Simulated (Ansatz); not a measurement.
# Zr3TiC4: the cost of one run

Method: DFT PBE, scalar-relativistic, plane waves, PAW, in Ansatz 0.2.0.

### 1 The starting structure

It takes space group Pm-3m (No. 221, cubic). Conventional cell: a = 4.631 Å, b = 4.631 Å, c = 4.631 Å, α = 90.00°, β = 90.00°, γ = 90.00°. Zr (site symmetry 4/mmm) has 6 C at 2.32 Å in its first shell of neighbours. Around Ti (site symmetry m-3m) lie 6 C at 2.32 Å. C (site symmetry m-3m) is surrounded by 6 Zr at 2.32 Å. C (site symmetry 4/mmm) is surrounded by 4 Zr at 2.32 Å and 2 Ti at 2.32 Å.

Structure file:

```
CELL_PARAMETERS angstrom
4.63134 0.00000 0.00000
0.00000 4.63134 0.00000
0.00000 0.00000 4.63134
ATOMIC_POSITIONS crystal
Zr 0.50000 0.00000 0.50000
Zr 0.00000 0.50000 0.50000
Zr 0.50000 0.50000 0.00000
Ti 0.00000 0.00000 0.00000
C 0.50000 0.50000 0.50000
C 0.00000 0.50000 0.00000
C 0.50000 0.00000 0.00000
C 0.00000 0.00000 0.50000
```

The cell was relaxed beforehand at this level, from a generated guess; it is a trial structure. At a tolerance of 0.05 Å it has space group Pm-3m (No. 221); it has 12.42 Å³/atom, an uncorrected energy of -0.79 eV/atom over the elements.

### 2 Static run: bands, density of states and charges

File input.yaml:

```yaml
crystal:
  lattice:
    - [4.6313394, 0.0, 0.0]
    - [0.0, 4.6313394, 0.0]
    - [0.0, 0.0, 4.6313394]
  atoms:
    - { symbol: Zr, position: [0.5, 0.0, 0.5] }
    - { symbol: Zr, position: [0.0, 0.5, 0.5] }
    - { symbol: Zr, position: [0.5, 0.5, 0.0] }
    - { symbol: Ti, position: [0.0, 0.0, 0.0] }
    - { symbol: C, position: [0.5, 0.5, 0.5] }
    - { symbol: C, position: [0.0, 0.5, 0.0] }
    - { symbol: C, position: [0.5, 0.0, 0.0] }
    - { symbol: C, position: [0.0, 0.0, 0.5] }
basis:
  ecutwfc: 420
kpoints:
  mp_grid: { grid: [8, 8, 8] }
  band_path:
    path:
      - [[0.0, 0.0, 0.0], [0.0, 0.5, 0.0], [0.5, 0.5, 0.0], [0.0, 0.0, 0.0], [0.5, 0.5, 0.5], [0.0, 0.5, 0.0]]
      - [[0.5, 0.5, 0.5], [0.5, 0.5, 0.0]]
    npoints: 14
hamiltonian:
  xc: pbe
scf:
  occupations: { method: gaussian, width: 0.1 }
  n_extra_bands: 20
output:
  forces: true
  stress: true
  eigenvalues: true
  populations: true
  dos: { projected: true, de: 0.02, nscf_kmesh: { grid: [10, 10, 10] } }
  bader: true
  write_density: true
  write_potential: true
  elf: true
  volumetric_format: npy
```

Started as:

```sh
ansatz run input.yaml --threads 4 --pin off --max-ram 8192MiB --backend cpu --events-out ev --progress --plain --runs-dir out
```

Q: Estimate wall time and peak memory on 4 threads of Intel Xeon Platinum 8488C (Sapphire Rapids), shared host.

About 17 s, with a peak of 0.67 GiB.
